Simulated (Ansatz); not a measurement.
# CO2: the cost of one run

Program: the Python package of Ansatz 0.2.0. Level of theory: DFT r2SCAN+D4, plane waves, PAW. These are calculated values, not measurements.

### Step 1. The structure

It takes space group I-42d (No. 122, tetragonal). Conventional cell: a = 3.949 Å, b = 3.949 Å, c = 6.028 Å, α = 90.00°, β = 90.00°, γ = 90.00°. C (site symmetry -4) is surrounded by 4 O at 1.40 Å. Around O (site symmetry 2) lie 2 C at 1.40 Å.

The script holds or builds the structure itself.

### Step 2. The script

File pdos.py:

```python
"""Which atoms and shells make the states of CO2."""

import warnings

import ansatz as az
import matplotlib.pyplot as plt
import numpy as np

crystal = (
    az.Lattice.from_parameters(3.949454, 3.949454, 6.028116, alpha=90, beta=90, gamma=90)
    .space_group(122, hermann_mauguin="I-42d")
    .atom("C", (0.0, 0.5, 0.25))
    .atom("O", (0.75, 0.334798, 0.375))
    .primitive()
)

base = crystal.calculation()
base = base.functional("r2SCAN", dispersion="d4")
base = base.basis(24 * az.Ha).kpoints(7, 7, 7)
base = base.occupations(az.OccupationsMethod.FIXED)
base = base.eigensolver("davidson", full_accuracy=True).scf(max_iterations=80)
base = base.scf(extra_bands=18).density_of_states(projected=True, energy_step=0.05)
with warnings.catch_warnings(record=True) as caught:
    warnings.simplefilter("always")
    outcome = base.run()
print("warnings raised:", sorted(w.category.__name__ for w in caught) or "none")
summary = outcome.report

dos = outcome.density_of_states()
energy = np.asarray(dos.energies_ev) - dos.fermi_ev
curves = {}
for site in outcome.projected_density_of_states().sites:
    for shell in site.shells:
        weight = sum(np.sum(curve.g_bin_mean_per_ev, axis=0) for curve in shell.curves)
        name = f"{site.species} {shell.label}"
        curves[name] = curves.get(name, 0) + weight

window = (energy > -6) & (energy < 4)
fig, ax = plt.subplots(figsize=(5.5, 3.5))
for name, g in curves.items():
    if g[window].max() > 0.05:
        ax.plot(energy[window], g[window], label=name, lw=1)
        print(f"{name:8s} peak {g[window].max():7.3f} states/eV at {energy[window][g[window].argmax()]:6.2f} eV")
ax.set(xlabel="E - E_F (eV)", ylabel="states/eV")
ax.legend(fontsize=7)
fig.tight_layout()
fig.savefig("pdos.png", dpi=100)
```

### Step 3. The calls as engine input

The package turns the script's settings into the engine's input:

```yaml
crystal:
  lattice:
    a: 3.949454
    b: 3.949454
    c: 6.028116
    alpha: 90.0
    beta: 90.0
    gamma: 90.0
  space_group: 122
  setting:
    hermann_mauguin: I-42d
  atoms:
    - { symbol: C, position: [0.0, 0.5, 0.25] }
    - { symbol: O, position: [0.75, 0.334798, 0.375] }
  reduce_to_primitive: true
basis:
  ecutwfc: 653.073269903712
kpoints:
  mp_grid:
    grid: [7, 7, 7]
hamiltonian:
  xc: r2scan
  dispersion: d4
scf:
  max_iter: 80
  n_extra_bands: 18
  occupations:
    method: fixed
  eigensolver:
    kind: davidson
    full_accuracy: true
output:
  dos:
    de: 0.05
    projected: true
```

### Step 4. Launch

Launch:

```console
> python pdos.py
```

**Question.** How long does this script take on 1 thread of Arm Neoverse V1, shared host, and how much memory does it need?

About 60 s, with a peak of 0.54 GiB.
